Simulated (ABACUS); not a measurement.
# Ta3AsAu2O13 in ABACUS: the effect of dispersion

Crystal: Ta3AsAu2O13.

```xyz
19
Lattice="5.4154 0.0000 0.0000 -2.7077 4.6899 0.0000 0.0000 0.0000 9.5147" Properties=species:S:1:pos:R:3 pbc="T T T"
Ta    0.0000    0.0000    1.8466
Ta    0.0000    0.0000    7.6681
Ta    2.7078    1.5633    0.0000
As    0.0000    0.0000    4.7574
Au    0.0000    3.1266    2.6097
Au    0.0000    3.1266    6.9050
O     0.0000    0.0000    0.0000
O    -1.3331    4.5553    3.4636
O    -0.5707    1.2577    3.4636
O     1.9038    3.5668    3.4636
O    -1.3331    4.5553    6.0512
O    -0.5707    1.2577    6.0512
O     1.9038    3.5668    6.0512
O     1.1773    1.5676    8.1678
O     3.4692    0.2357    8.1678
O     3.4767    2.8866    8.1678
O     1.1773    1.5676    1.3469
O     3.4692    0.2357    1.3469
O     3.4767    2.8866    1.3469
```

The cell was built by a generator and needn't be a form met in nature.

The cell isn't the ideal one: volume scaled by 0.98.

Alike in all runs:

- Program: ABACUS 3.10.1
- Task: equation of state
- Functional: BLYP
- Potentials or basis: PseudoDojo NC SR 0.4.1 PBE standard
- Cutoff: 1361 eV
- Density cutoff: 5442 eV
- Basis: DZP LCAO (the cutoffs set its grid)
- k mesh: 4 × 4 × 2
- Occupations: fermi-dirac, width 0.05 eV
- Spin: no spin polarisation

```csv
dispersion,pressure (GPa),largest force (eV/Å)
none,11.9,0.82
D2,?,?
D3,7.3,0.86
D3(BJ),6.1,0.84
D3(BJ)+ABC,6.4,0.84
```

What does the run with dispersion D2 give?

Pressure 5.4 GPa; largest force 0.88 eV/Å.

Caveats: the atomic orbitals were generated for these runs and aren't a published set; the potentials were made for another functional, which shifts forces and pressure; the basis of atomic orbitals isn't converged, which shifts pressures, moduli and gaps; pairwise dispersion overbinds metals, which lowers pressure and volume (some runs).

Runs at the PBE level aren't shown here.
